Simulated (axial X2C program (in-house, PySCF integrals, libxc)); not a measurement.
# Linear OGaO at several levels

One table from this session's results is given with a row withheld; the runs are named, their logs left out.

Program: an in-house X2C program for linear molecules on PySCF integrals. Level of theory: all-electron X2C, two-component (2c) or spin-free, O dyall-av3z, Ga dyall-v3z. These are calculated values, not measurements.

All values are calculated.

2 further runs of the same task are left out: 2 set aside as unsound or not needed.

The first run:

Contents of task.json:

```json
{"zs": [8, 31, 8], "q": 0, "bas": ["dyall-av3z", "dyall-v3z", "dyall-av3z"], "r0": [1.74, 1.74], "symm": 1, "scan": ["PBE0", "HF", "r2SCAN"], "levels": ["PBE0", "HF", "PBE"], "nst": 2}
```

Keys: zs atomic numbers; q charge; bas basis sets; r0 starting distance in Å; symm equal bonds; scan levels of the two-bond scan; levels methods; nst determinants followed.

Run with:

```bash
$ python solin.py task.json out
```

Masses O 15.995, Ga 68.926, O 15.995 u.

Steps of the session up to this table: Scan at PBE0, 2c; Scan at r2SCAN, 2c; Scan at PBE0, spin-free.

One table of the session follows, with a row left open; its other results are not shown here.

```
            level  lower stretch (cm⁻¹)  upper stretch (cm⁻¹)
         PBE0, 2c                 658.5                 784.7
       r2SCAN, 2c                     ?                     ?
  PBE0, spin-free                 660.4                 784.5
r2SCAN, spin-free                 763.8                 852.0
```

**Question.** Estimate the row for r2SCAN, 2c.

**Answer.** lower stretch (cm⁻¹): 763.7; upper stretch (cm⁻¹): 852.5. In the column «lower stretch (cm⁻¹)» it lies between PBE0, spin-free (660.4) and r2SCAN, spin-free (763.8).

Scans not shown above were run alike.

The molecule was held linear; bending was not examined, so a bent shape may lie lower. Note: functional without a current term on a determinant with orbital currents, of the molecule or an atom.
